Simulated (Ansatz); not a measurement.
# BeGaH (singlet): the correlation ladder at distance Ga1–Be2 = 2.216 Å, cc-pVDZ

How much of the correlation energy of BeGaH (singlet) does each wave-function method recover here?

The runs use Ansatz 0.2.0, Gaussian basis; cc-pVDZ, core rule «outside noble gas», up to 15 orbitals frozen.

Plan: UHF; CCSD(T) on RHF; CCSD(T) on UHF; BCCD(T) on RHF; CISD; CCSDT(Q) on RHF; CCSDT(Q) on UHF; CASSCF and MRCISD+Q, 2 electrons in 2 orbitals; CASSCF and NEVPT2, 2 electrons in 2 orbitals; CASSCF and MRCISD+Q, 6 electrons in 9 orbitals; CASSCF and NEVPT2, 6 electrons in 9 orbitals; Full CI.

31 further runs of the same task are left out: 10 for a known fault of the program, 16 that didn't finish, 5 set aside as unsound or not needed.

## 1. What is computed

The geometry derives from a PBE0/def2-TZVP stationary point (not a proven minimum). One bond is set to the value named and the two fragments are kept rigid. No spin-orbit coupling is included. The filled d shell of Ga may be among the frozen orbitals whatever the setting's name suggests; the logs give the count.

3 atoms, charge 0, spin multiplicity 1.

Atoms are counted from 1 here; the program's logs count them from 0.

Bond lengths: Be2–H3 1.359 Å.

## 2. UHF

File in.yaml:

```yaml
crystal:
  periodic: [false, false, false]
  atoms:
    - {symbol: Ga, position_ang: [0.000000, 0.000000, 1.930457]}
    - {symbol: Be, position_ang: [0.000000, 0.000000, -0.285543]}
    - {symbol: H, position_ang: [0.000000, 0.000000, -1.644913]}
basis:
  gaussian: {orbitals: cc-pVDZ}
magnetization: {spin_polarized: true, initial_magnetization: 0}
hamiltonian: {xc: hf}
output: {orbitals: {seedname: orbitals}}
```

Command:

```
$ ansatz run in.yaml --threads 1 --pin off --events-out ev --progress --plain --max-ram 2393MiB
```

The runs that follow: CCSD(T) on RHF; CCSD(T) on UHF; BCCD(T) on RHF; CISD; CCSDT(Q) on RHF; CCSDT(Q) on UHF; CASSCF and MRCISD+Q, 2 electrons in 2 orbitals; CASSCF and NEVPT2, 2 electrons in 2 orbitals; CASSCF and MRCISD+Q, 6 electrons in 9 orbitals; CASSCF and NEVPT2, 6 electrons in 9 orbitals; Full CI.

Q: Predict the results of all the runs planned. Wanted: FCI below the RHF energy; RMP2 from FCI; UMP2 from FCI; RCCSD from FCI; RCCSD(T) from FCI; UCCSD(T) from FCI; RCCSDT(Q) from FCI; UCCSDT(Q) from FCI; NEVPT2 pair from FCI.

The runs gave:

| quantity | value |
| --- | --- |
| FCI below the RHF energy | -3.0750 eV |
| RMP2 from FCI | +926.9 meV |
| UMP2 from FCI | +989.1 meV |
| RCCSD from FCI | +80.2 meV |
| RCCSD(T) from FCI | +23.1 meV |
| UCCSD(T) from FCI | +43.3 meV |
| RCCSDT(Q) from FCI | +1.7 meV |
| UCCSDT(Q) from FCI | +8.7 meV |
| NEVPT2 pair from FCI | +893.8 meV |
| MRCISD+Q pair from FCI | -23.8 meV |
| NEVPT2 valence from FCI | +416.9 meV |
| levels within 1 kcal/mol (43 meV) | RCCSD(T), UCCSD(T), BCCD(T), RCCSDT, UCCSDT, RCCSDT(Q), UCCSDT(Q), MRCISD+Q pair, MRCISD+Q valence |
| T1 diagnostic | 0.014 |
| effectively unpaired electrons | 0.16 |

**Reading.** RCCSD(T) lands +23.1 meV from the yardstick (0.8 % of the correlation energy). CCSD(T) misses by +23.1 meV on the restricted determinant and by +43.3 meV on the unrestricted one; the two need not hold the same state or core. MRCISD+Q pair falls below full CI: the +Q correction isn't variational, and the cores differ from full CI's. One determinant dominates. Of the multireference levels listed MRCISD+Q valence comes nearest in total energy (+11.6 meV), which doesn't show that its space is the better one. These misses are within one basis, not against nature.
